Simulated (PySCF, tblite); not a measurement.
**C₆H₉N₃O: geometry, infrared bands and NMR shifts**

What infrared bands and NMR shifts should C₆H₉N₃O (`CCn1nncc1C(C)=O`) show?

Programs: tblite 0.8.0 and PySCF 2.14.0, with density-fitted response routines of our own. Each step states its level of theory. These are calculated values for one molecule in the gas phase, unless marked as measured. Atoms count from 0, in the outputs and in this text.

## Step 1: The starting structure

19 atoms, charge 0, multiplicity 1; geometry from: force field or distance geometry start.

Bonds of the start (Å): C0–C1 1.53, C1–N2 1.45, N2–N3 1.34, N3–N4 1.33, N4–C5 1.36, C5–C6 1.38, C6–C7 1.46, C7–C8 1.49, C7–O9 1.25, C6–N2 1.35, C0–H10 1.11, C0–H11 1.10, C0–H12 1.12, C1–H13 1.11, C1–H14 1.10, C5–H15 1.08, C8–H16 1.11, C8–H17 1.11, C8–H18 1.12.

## Step 2: Relaxing the molecule with GFN2-xTB

The job: settings as JSON, then the geometry in Å.

```
{"job": {"kind": "relax", "xc": "GFN2-xTB", "basis": "xTB"}, "charge": 0, "multiplicity": 1}
C      2.460900    -0.765500     0.272500
C      1.639200    -0.437900    -0.971100
N      0.721500     0.619000    -0.604900
N      1.042300     1.914700    -0.753700
N      0.017300     2.653700    -0.346600
C     -0.982000     1.820000     0.034300
C     -0.540100     0.519400    -0.126500
C     -1.268600    -0.708500     0.174200
C     -2.653300    -0.562400     0.705100
O     -0.813200    -1.861600     0.002300
H      1.772800    -0.840400     1.144100
H      3.033600    -1.702500     0.152000
H      3.141000     0.109200     0.448700
H      2.269600    -0.056600    -1.797000
H      1.030200    -1.285400    -1.322100
H     -1.925500     2.175200     0.412600
H     -3.021900     0.463300     0.518900
H     -3.262500    -1.359200     0.230900
H     -2.670900    -0.685000     1.818800
```

Command:

```bash
> OMP_NUM_THREADS=1 python probes_run.py task.json out
```

One launch serves the whole session: the jobs run in the order shown.

**Question.** This job is followed by: GFN2-xTB harmonic vibrations, gas phase; GIAO PBE0/pcSseg-1 NMR shielding, non-relativistic, gas phase. Predict these results of the whole session: strongest single infrared mode (GFN2-xTB); zero-point energy (GFN2-xTB); ¹³C shifts against TMS (PBE0/pcSseg-1); ¹H shifts against TMS (PBE0/pcSseg-1, means over atoms taken as alike); ¹⁵N shifts against NH3 (PBE0/pcSseg-1); ¹⁷O shifts against H2O (PBE0/pcSseg-1).

The runs gave:

| quantity | value |
| --- | --- |
| strongest single infrared mode (GFN2-xTB) | 1723 cm⁻¹, 322 km/mol |
| zero-point energy (GFN2-xTB) | 93.9 kcal/mol |
| ¹³C shifts against TMS (PBE0/pcSseg-1) | 193.0, 143.5, 138.4, 46.7, 30.9, 19.0 ppm |
| ¹H shifts against TMS (PBE0/pcSseg-1, means over atoms taken as alike) | 8.18, 4.89, 2.71, 1.42 ppm |
| ¹⁵N shifts against NH3 (PBE0/pcSseg-1) | 414.9, 383.6, 280.5 ppm |
| ¹⁷O shifts against H2O (PBE0/pcSseg-1) | 640.2 ppm |

Over 98 steps the energy fell by 0.384 eV; of the close pairs, N3–N4 changed most, 1.328 to 1.286 Å. All 51 modes are real, so the xTB geometry is a minimum. The strongest single mode, at 1723 cm⁻¹, moves mainly C7 and O9. GFN2-xTB is a fitted tight-binding method: band positions and strengths are rough. Its intensities can rank the bands wrongly. C7 (ketone carbonyl carbon) lies farthest downfield among carbon, at 193.0 ppm; low-lying n→π* states of the double bond to the heteroatom give a large paramagnetic term (-252 ppm). At PBE0/pcSseg-1: Shielding is most anisotropic at O9 (span 1268 ppm, paramagnetic term -708 ppm). NICS(1)zz of -31 ppm above the planar ring from N2 marks a diatropic (aromatic) ring current.
